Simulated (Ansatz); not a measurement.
**CH4LiNO (SMILES [Li][O]CN): single points off equilibrium**

The atoms stand at a structure displaced at random from a GFN2-xTB minimum. How far do the functionals agree with CCSD(T) there?

Computed with Ansatz 0.2.0, Gaussian basis. Level: single points in def2-TZVPP.

Cores are frozen in the correlated methods. The outer core shell of Li, Na, Mg and K is correlated. B3LYP uses VWN-RPA correlation.

### 1 Where the work starts

SMILES `[Li][O]CN`, 8 atoms, charge 0, spin multiplicity 1.

Atoms are counted from 1 here; the program's logs count them from 0.

Bond lengths: Li1–O2 1.529 Å, O2–C3 1.365 Å, C3–N4 1.477 Å, C3–H5 1.104 Å, C3–H6 1.073 Å, N4–H7 1.012 Å, N4–H8 1.005 Å. Angles: Li1–O2–C3 167.9°, O2–C3–N4 115.6°, O2–C3–H5 110.7°, O2–C3–H6 111.0°, N4–C3–H5 107.9°, N4–C3–H6 106.9°, H5–C3–H6 104.1°, C3–N4–H7 107.3°, C3–N4–H8 107.6°, H7–N4–H8 109.0°.

As a file:

```xyz
8
CH4LiNO
Li   -2.1103   -1.1958    0.9115
O    -1.1353   -0.4198    0.0259
C    -0.0880    0.2477   -0.5403
N     1.1572    0.2710    0.2535
H    -0.3662    1.2920   -0.7642
H     0.1598   -0.1669   -1.4981
H     1.4266   -0.6903    0.4193
H     0.9487    0.7091    1.1331
```

### 2 CCSD(T)/def2-TZVPP

File run/in.yaml:

```yaml
crystal:
  periodic: [false, false, false]
  atoms:
    - {symbol: Li, position_ang: [-2.110300, -1.195800, 0.911500]}
    - {symbol: O, position_ang: [-1.135300, -0.419800, 0.025900]}
    - {symbol: C, position_ang: [-0.088000, 0.247700, -0.540300]}
    - {symbol: N, position_ang: [1.157200, 0.271000, 0.253500]}
    - {symbol: H, position_ang: [-0.366200, 1.292000, -0.764200]}
    - {symbol: H, position_ang: [0.159800, -0.166900, -1.498100]}
    - {symbol: H, position_ang: [1.426600, -0.690300, 0.419300]}
    - {symbol: H, position_ang: [0.948700, 0.709100, 1.133100]}
basis:
  gaussian: {orbitals: def2-TZVPP}
correlation: {method: ccsd_t}
output: {forces: true}
```

No record of the launch command was kept for these runs.

### 3 PBE0-D4/def2-TZVPP

Changes to run/in.yaml since step 2:

```diff
@@ -13,3 +13,3 @@
   gaussian: {orbitals: def2-TZVPP}
-correlation: {method: ccsd_t}
-output: {forces: true}
+hamiltonian: {xc: pbe0, dispersion: d4}
+output: {forces: true, orbitals: {seedname: orbitals}}
```

### 4 wB97M-V/def2-TZVPP

Changes to run/in.yaml since step 3:

```diff
@@ -13,3 +13,3 @@
   gaussian: {orbitals: def2-TZVPP}
-hamiltonian: {xc: pbe0, dispersion: d4}
-output: {forces: true, orbitals: {seedname: orbitals}}
+hamiltonian: {xc: {name: wB97M-V}}
+output: {forces: true}
```

### 5 r2SCAN-D4/def2-TZVPP

Changes to run/in.yaml since step 4:

```diff
@@ -13,3 +13,3 @@
   gaussian: {orbitals: def2-TZVPP}
-hamiltonian: {xc: {name: wB97M-V}}
+hamiltonian: {xc: r2scan, dispersion: d4}
 output: {forces: true}
```

### 6 PBE-D4/def2-TZVPP

Changes to run/in.yaml since step 5:

```diff
@@ -13,3 +13,3 @@
   gaussian: {orbitals: def2-TZVPP}
-hamiltonian: {xc: r2scan, dispersion: d4}
+hamiltonian: {xc: pbe, dispersion: d4}
 output: {forces: true}
```

### 7 B3LYP-D4/def2-TZVPP

Changes to run/in.yaml since step 6:

```diff
@@ -13,3 +13,3 @@
   gaussian: {orbitals: def2-TZVPP}
-hamiltonian: {xc: pbe, dispersion: d4}
+hamiltonian: {xc: {name: B3LYP}, dispersion: d4}
 output: {forces: true}
```

### 8 revPBE-D4/def2-TZVPP

Changes to run/in.yaml since step 7:

```diff
@@ -13,3 +13,3 @@
   gaussian: {orbitals: def2-TZVPP}
-hamiltonian: {xc: {name: B3LYP}, dispersion: d4}
+hamiltonian: {xc: {name: revPBE}, dispersion: d4}
 output: {forces: true}
```

(Steps that only read results are left out.)

Q: Predict the outcome of this session. Wanted: energy less free atoms, CCSD(T)/def2-TZVPP; RMS force component; RMS force error; HOMO and LUMO, PBE0-D4; T1 diagnostic.

The runs gave:

| quantity | value |
| --- | --- |
| energy less free atoms, CCSD(T)/def2-TZVPP | -2692.4 kJ/mol |
| RMS force component | 0.438 to 0.542 eV/Å over the methods |
| RMS force error | PBE0-D4 0.136, wB97M-V 0.060, r2SCAN-D4 0.063, PBE-D4 0.172, B3LYP-D4 0.056, revPBE-D4 0.181 eV/Å |
| HOMO and LUMO, PBE0-D4 | -5.83 and -1.02 eV |
| T1 diagnostic | 0.013 |

**Reading.** Against CCSD(T) the functionals' energies less atoms differ by -164.0 to -76.5 kJ/mol, PBE-D4 by -164.0 kJ/mol. A larger basis would deepen the CCSD(T) value, while the functionals are nearly converged already, so the order here is not reliable. On forces the order runs from B3LYP-D4 to revPBE-D4. Frozen-core CCSD(T) forces in triple zeta carry basis errors of their own, and this is one geometry, so small gaps rank nothing.
